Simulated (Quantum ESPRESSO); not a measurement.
The system is GeCN2.

```
Ge N C
1.0
     1.79379    1.03565    4.92196
    -1.79379    1.03565    4.92196
     0.00000   -2.07129    4.92196
Ge N C
1 2 1
Direct
  0.00000 0.00000 0.00000
  0.58390 0.58390 0.58390
  0.41610 0.41610 0.41610
  0.50000 0.50000 0.50000
```

The cell comes from a database or a generator and needn't be the stable form of this composition.

Base run:

- Program: Quantum ESPRESSO 7.5
- Functional: PBE
- Potentials or basis: SSSP 1.3 efficiency PBE
- Cutoff: 816 eV
- Density cutoff: 6531 eV
- k mesh: 9 × 9 × 9
- Occupations: fermi-dirac, width 0.05 eV
- Spin: no spin polarisation

Its results: band gap on the k mesh 1.12 eV, indirect (least direct gap 1.97 eV); pressure -0.3 GPa; largest force 0.033 eV/Å.

Question: The run is repeated on the same cell with these changes: functional from PBE to PBEsol; potentials or basis from SSSP 1.3 efficiency PBE to GBRV 1.5 PBEsol; cutoff from 816 eV to 612 eV; density cutoff from 6531 eV to 4898 eV. What comes out?

Answer: Band gap on the k mesh 1.01 eV, indirect (least direct gap 1.82 eV); pressure -3.2 GPa; largest force 0.174 eV/Å.

Caveats: an odd mesh through Γ misses points on the zone boundary, where band edges often lie (some runs).

Not every run made on this cell is shown here.
